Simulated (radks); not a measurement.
**Spin polarisation of the 4f shell in Ce³⁺**

An exercise on one series of results from a longer session: the logs are not shown, and one member is left open.

The numbers are computed with radks (a radial shooting solver on a logarithmic mesh, Libxc functionals) version 1 (scalar-relativistic Kohn-Sham, PBEsol, spin-polarised, spherical densities, finite nucleus), except any that are marked as measured or tabulated.

**Starting point**

| Item | Value |
| --- | --- |
| element | cerium (Z = 58) |
| charge | +3 |
| electrons | 55 |
| configuration | [Xe] 4f(up 0.5, down 0.5) |
| nuclear rms radius | 4.8771 fm |

A shell typed twice in an input gives spin up, then spin down.

Set-up of the first run:

Input:

```text
Z 58
configuration [Xe] 4f0.5 4f0.5
relativity scalar-relativistic
functional pbe_sol,pbe_sol
spin polarised
nucleus finite rms 4.8771 fm
c 137.035999084
```

Steps of the session up to this table: No moment.

One table of the session follows, with a row left open; its other results are not shown here.

It belongs to the step «No moment». Radial moments (bohr):

| level | <r> | outermost maximum (interpolated) | 90 % within | nodes |
| --- | --- | --- | --- | --- |
| 3p | 0.2768 | 0.249 | 0.415 | 1 |
| 3d | ? | ? | ? | ? |
| 4s | 0.6374 | 0.593 | 0.915 | 3 |
| 4p | 0.6749 | 0.619 | 0.981 | 2 |
| 4d | 0.7443 | 0.652 | 1.12 | 1 |
| 5s | 1.502 | 1.37 | 2.15 | 4 |
| 5p | 1.714 | 1.53 | 2.48 | 3 |
| 4f | 1.059 | 0.707 | 1.81 | 0 |

**Question.** Estimate the row for 3d.

The run gave: <r>: 0.2536; outermost maximum (interpolated): 0.205; 90 % within: 0.397; nodes: 0. In the column «<r>» it is the lowest.
